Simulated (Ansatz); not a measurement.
What does this script print? It uses Ansatz's Python interface.

`sym_nai.py`
```python
"""What the space group makes of the typed atoms of NaI."""

import ansatz as az
import numpy as np

xtal = (
    az.Lattice.fcc(6.4728)
    .space_group(225)
    .atom("Na", (0.0, 0.0, 0.0))
    .atom("I", (0.5, 0.0, 0.0))
    .primitive()
)

read = xtal.crystallographic_orbits()
print("group", read["space_group"], read["hermann_mauguin"], "conventional content", read["formula"])
print("orbits:", [orbit["symbol"] + " " + str(orbit["wyckoff"]) for orbit in read["orbits"]])
for pair in read["least_distances"]:
    print(f"  shortest {pair['first']}-{pair['second']}: {pair['distance_ang']:.3f} A")
print("atoms in the primitive and conventional cells:", len(xtal.primitive().resolved().sites), len(xtal.conventional().resolved().sites))
built = xtal.resolved()
vectors = np.array(built.lattice.vectors)
print("cell vectors (A)")
print(vectors.round(4) + 0.0)
for index, site in enumerate(built.sites):
    print(index, site.symbol, np.round(site.position, 4) + 0.0)
try:
    print({label: tuple(round(v, 4) for v in k) for label, k in az.high_symmetry_points(vectors.tolist()).items()})
except Exception as error:
    print("no labels:", error)
```

Output of `python sym_nai.py`:
```text
group 225 Fm-3m conventional content Na4I4
orbits: ['Na 4a', 'I 4b']
  shortest Na-Na: 4.577 A
  shortest Na-I: 3.236 A
  shortest I-I: 4.577 A
atoms in the primitive and conventional cells: 2 8
cell vectors (A)
[[0.     3.2364 3.2364]
 [3.2364 0.     3.2364]
 [3.2364 3.2364 0.    ]]
0 Na [0. 0. 0.]
1 I [0.5 0.5 0.5]
{'K': (0.375, 0.375, 0.75), 'L': (0.5, 0.5, 0.5), 'U': (0.625, 0.25, 0.625), 'W': (0.5, 0.25, 0.75), 'X': (0.5, 0.0, 0.5), 'Γ': (0.0, 0.0, 0.0)}
```
